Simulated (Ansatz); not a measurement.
A run of Ansatz 0.2.0:

File input.yaml:

```yaml
crystal:
  lattice:
    - [3.70187033, 0.0, 0.0]
    - [-1.85093516, 3.20591375, 0.0]
    - [0.0, 0.0, 3.61284203]
  atoms:
    - { symbol: Pt, position: [0.0, 0.0, 0.0] }
    - { symbol: Se, position: [0.6666666667, 0.3333333333, 0.5] }
hamiltonian:
  xc: rpbe
  pseudopotentials: { kind: paw }
kpoints:
  mp_grid: { grid: [8, 8, 7] }
scf:
  occupations: { method: fermi_dirac, width: 0.05 }
output:
  forces: true
  stress: true
  eigenvalues: true
relax:
  f_tol: 0.01
  max_steps: 40
  cell: { stress_tol: 0.05 }
```

Potentials or basis: Ansatz PAW.

Command:

```sh
$ ansatz run input.yaml --threads 2 --pin off --max-ram 5632MiB --backend cpu --events-out ev --progress --plain --runs-dir out
```

Hardware: 2 threads of Arm Neoverse V1, on a shared host.

Q: Estimate the wall time of this run.

A: Run time: 16 s on 2 threads of Arm Neoverse V1, on a shared host, peak memory 0.36 GiB. Counts: scf iterations 38, plane waves 791, k points 40, bands 21, ion steps 7.
